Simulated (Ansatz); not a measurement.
# Ti: an axial (c/a) deformation path

The task here is to estimate one member of a computed series from the others.

Method: DFT r2SCAN, scalar-relativistic, plane waves, PAW, in Ansatz 0.2.0.

1 further run of the same task is left out (it didn't finish).

## The structure to begin with

Symmetry: P6_3/mmc, No. 194, hexagonal system. Conventional cell: a = 2.950 Å, b = 2.950 Å, c = 4.686 Å, α = 90.00°, β = 90.00°, γ = 120.00°. Around Ti (site symmetry -6m2) lie 12 Ti at 2.90 to 2.95 Å.

Coordinates:

```cif
data_structure
_symmetry_space_group_name_H-M 'P6_3/mmc'
_symmetry_Int_Tables_number 194
_cell_length_a 2.9500
_cell_length_b 2.9500
_cell_length_c 4.6860
_cell_angle_alpha 90.000
_cell_angle_beta 90.000
_cell_angle_gamma 120.000
_cell_volume 35.32
loop_
_atom_site_label
_atom_site_type_symbol
_atom_site_symmetry_multiplicity
_atom_site_Wyckoff_symbol
_atom_site_fract_x
_atom_site_fract_y
_atom_site_fract_z
_atom_site_occupancy
Ti1 Ti 2 c 0.33333 0.66667 0.25000 1
```

No relaxation comes first: the listed cell is the starting point.

## Zero of energy

The reference gives a free energy of -5008.7442 eV, pressure -2.26 GPa, largest force 0.000 eV/Å and gap on the mesh none (metal). It was computed beforehand with the settings of the runs below.

Set-up of the first run:

At fixed volume and fractional coordinates, lengths along (0.000, 0.000, 1.000) are scaled against those across it; ρ is that ratio over its starting value.

File input.yaml:

```yaml
crystal:
  lattice:
    - [3.1142159576, 0.0, 0.0]
    - [-1.5571079788, 2.6969901322, 0.0]
    - [0.0, 0.0, 4.2048279924]
  atoms:
    - { symbol: Ti, position: [0.3333333333, 0.6666666667, 0.25] }
    - { symbol: Ti, position: [0.6666666667, 0.3333333333, 0.75] }
basis:
  ecutwfc: 500
kpoints:
  mp_grid: { grid: [24, 24, 12] }
hamiltonian:
  xc: r2scan
scf:
  occupations: { method: gaussian, width: 0.15 }
output:
  forces: true
  stress: true
  eigenvalues: true
  write_density: true
  write_potential: true
  elf: true
  volumetric_format: npy
```

On the command line:

```
> ansatz run input.yaml --threads 1 --pin off --max-ram 2560MiB --backend cpu --events-out ev --progress --plain --runs-dir out
```

Among the steps run: ρ = 0.850; ρ = 1.200; At ρ = 0.920; Point ρ = 1.100; ρ = 0.960; ρ = 1.050; Point ρ = 0.800; ρ = 1.300.

One table of the session follows, with a row left open; its other results are not shown here.

Collected from the runs (energy zero: the undisturbed cell):

| ρ | ΔE (meV/atom) | pressure (GPa) |
| --- | --- | --- |
| 0.800 | 166.0 | -1.4 |
| 0.850 | 95.0 | -1.8 |
| 0.920 | 25.6 | -2.2 |
| 0.960 | 5.3 | -2.3 |
| 1.000 | 0.0 | -2.3 |
| 1.050 | 12.9 | -2.2 |
| 1.100 | 45.9 | -2.2 |
| 1.200 | ? | ? |
| 1.300 | 265.6 | -1.6 |

Estimate the missing values for ρ = 1.200.

Worked estimate for «ΔE (meV/atom)». A straight line through the neighbours (1.100, 45.9) and (1.300, 265.6) gives 45.9 + (265.6 − 45.9) × (1.200 − 1.100) / (1.300 − 1.100) = 155.7; a parabola fitted to 3 rows on both sides gives 138.2.

The run gave: ΔE (meV/atom): 148.6; pressure (GPa): -2.0. In «ΔE (meV/atom)» the line misses by +7.1 and the parabola by -10.4.
